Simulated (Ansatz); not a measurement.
# HfO2, space group P4_2/nmc: a breakdown of dispersion, smearing and cutoff terms

Program: Ansatz 0.2.0, Python API.

The script reads `hfo2.extxyz`:
```text
6
Lattice="3.55801933 0.0 0.0 0.0 3.55801933 0.0 0.0 0.0 5.17186121" Properties=species:S:1:pos:R:3 pbc="T T T"
Hf    1.77900967    1.77900967    2.58593061
Hf    0.00000000    0.00000000    0.00000000
O     0.00000000    1.77900967    3.60586239
O     1.77900967    0.00000000    4.15192943
O     1.77900967    0.00000000    1.56599882
O     0.00000000    1.77900967    1.01993178
```

The cells in order, each with its output:

**Cell 1**
```python
import ansatz as az

crystal = az.Crystal.from_extxyz("hfo2.extxyz")
```

**Cell 2**
```python
len(crystal.resolved().sites)
```
Output:
```text
6
```

**Cell 3**
```python
job = (
    crystal.calculation()
    .kpoints(5, 5, 4)
    .occupations(az.OccupationsMethod.FIXED)  # no smearing
)
with_term = job.functional("pbe", dispersion="d3bj").basis(420).cutoff_correction(670).run(threads=1).report
without = job.functional("pbe").basis(420).run(threads=1).report
finer = job.functional("pbe").basis(670).run(threads=1).report
removed = az.free_energy_without(with_term, az.EnergyTerm.DISPERSION)
print(f"dispersion term            {with_term['components']['e_disp']:.5f} eV")
print(f"F less dispersion          {removed:.5f} eV, run without it {without['free_energy_ev']:.5f} eV")
print(f"F less smearing term       {az.free_energy_without(without, az.EnergyTerm.SMEARING):.5f} eV")
print(f"estimated gain to 670 eV   {with_term['cutoff_correction']['energy_ev']:.5f} eV, found {finer['free_energy_ev'] - without['free_energy_ev']:.5f} eV")
```
Output:
```text
dispersion term            -1.43191 eV
F less dispersion          -33722.95877 eV, run without it -33722.95877 eV
F less smearing term       -33722.95877 eV
estimated gain to 670 eV   -0.03054 eV, found -0.03039 eV
```

Notes:
- Total energies depend on the potentials; only differences at equal settings carry meaning. A total without «per atom» is that of the cell as typed.
- No spin polarisation was allowed.
- This is a high-temperature or high-pressure form, not the ambient phase.
- Spin-orbit coupling, which matters for elements this heavy, is left out.
- This cell is a computed structure, which may not be the phase found in nature.
- Run time: 7.8 s on 1 thread of Arm Neoverse V2, with other jobs on the host, peak memory 0.45 GiB.

(Lines on the test bed's own set-up are left out of the output.)
